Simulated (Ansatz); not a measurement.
# Sr4Li3Sb4S12: the cost of one run

All numbers below are computed with Ansatz 0.2.0 (DFT PBE, plane waves, PAW, scalar-relativistic, no spin polarisation).

## Step 1: The starting structure

The cell holds 23 atoms (Li3S12Sb4Sr4): a = 6.049 Å, b = 12.573 Å, c = 8.100 Å, α = 90.00°, β = 90.31°, γ = 90.00°.

As a file:

```cif
data_structure
_symmetry_space_group_name_H-M 'P 1'
_symmetry_Int_Tables_number 1
_cell_length_a 6.0486
_cell_length_b 12.5725
_cell_length_c 8.0998
_cell_angle_alpha 90.000
_cell_angle_beta 90.311
_cell_angle_gamma 90.000
_cell_volume 615.95
loop_
_atom_site_label
_atom_site_type_symbol
_atom_site_fract_x
_atom_site_fract_y
_atom_site_fract_z
_atom_site_occupancy
Li1 Li 0.25350 0.73630 0.36420 1
Li2 Li 0.74650 0.26370 0.63580 1
Li3 Li 0.25350 0.76370 0.86420 1
Sr1 Sr 0.75477 0.57691 0.15304 1
Sr2 Sr 0.24523 0.07691 0.34696 1
Sr3 Sr 0.24523 0.42309 0.84696 1
Sr4 Sr 0.75477 0.92309 0.65304 1
Sb1 Sb 0.73471 0.90886 0.15088 1
Sb2 Sb 0.26529 0.40886 0.34912 1
Sb3 Sb 0.26529 0.09114 0.84912 1
Sb4 Sb 0.73471 0.59114 0.65088 1
S1 S 0.33100 0.87992 0.13616 1
S2 S 0.66900 0.37992 0.36384 1
S3 S 0.66900 0.12008 0.86384 1
S4 S 0.33100 0.62008 0.63616 1
S5 S 0.81260 0.77132 0.36695 1
S6 S 0.18740 0.27132 0.13305 1
S7 S 0.18740 0.22868 0.63305 1
S8 S 0.81260 0.72868 0.86695 1
S9 S 0.74180 0.06662 0.34551 1
S10 S 0.25820 0.56662 0.15449 1
S11 S 0.25820 0.93338 0.65449 1
S12 S 0.74180 0.43338 0.84551 1
```

## Step 2: Run 1

130 steps of 1.5 fs at constant energy, with velocities drawn for 1800 K.

Input file input.yaml:

```yaml
crystal:
  lattice:
    - [6.0486, 0.0, 0.0]
    - [0.0, 12.57252, 0.0]
    - [-0.043965, 0.0, 8.099701]
  atoms:
    - { symbol: Li, position: [0.2535, 0.7363, 0.3642] }
    - { symbol: Li, position: [0.7465, 0.2637, 0.6358] }
    - { symbol: Li, position: [0.2535, 0.7637, 0.8642] }
    - { symbol: Sr, position: [0.75477, 0.57691, 0.15304] }
    - { symbol: Sr, position: [0.24523, 0.07691, 0.34696] }
    - { symbol: Sr, position: [0.24523, 0.42309, 0.84696] }
    - { symbol: Sr, position: [0.75477, 0.92309, 0.65304] }
    - { symbol: Sb, position: [0.73471, 0.90886, 0.15088] }
    - { symbol: Sb, position: [0.26529, 0.40886, 0.34912] }
    - { symbol: Sb, position: [0.26529, 0.09114, 0.84912] }
    - { symbol: Sb, position: [0.73471, 0.59114, 0.65088] }
    - { symbol: S, position: [0.331, 0.87992, 0.13616] }
    - { symbol: S, position: [0.669, 0.37992, 0.36384] }
    - { symbol: S, position: [0.669, 0.12008, 0.86384] }
    - { symbol: S, position: [0.331, 0.62008, 0.63616] }
    - { symbol: S, position: [0.8126, 0.77132, 0.36695] }
    - { symbol: S, position: [0.1874, 0.27132, 0.13305] }
    - { symbol: S, position: [0.1874, 0.22868, 0.63305] }
    - { symbol: S, position: [0.8126, 0.72868, 0.86695] }
    - { symbol: S, position: [0.7418, 0.06662, 0.34551] }
    - { symbol: S, position: [0.2582, 0.56662, 0.15449] }
    - { symbol: S, position: [0.2582, 0.93338, 0.65449] }
    - { symbol: S, position: [0.7418, 0.43338, 0.84551] }
total_charge: -1
basis:
  ecutwfc: 420.0
kpoints:
  mp_grid: { grid: [2, 1, 1] }
hamiltonian:
  xc: pbe
scf:
  occupations: { method: fermi_dirac, width: 0.05 }
  lower_state_search: "off"
md:
  timestep: 1.5
  n_steps: 130
  ensemble: nve
  temperature: 1800.0
  initial_velocities: maxwell_boltzmann
  seed: 188201
```

Command:

```
> ansatz run input.yaml --threads 1 --pin off --max-ram 3072MiB --backend cpu --events-out ev --progress --plain --runs-dir out
```

What time and memory should one allow on 1 thread of Arm Neoverse V1, shared host?

About 15 min, with a peak of 0.96 GiB.
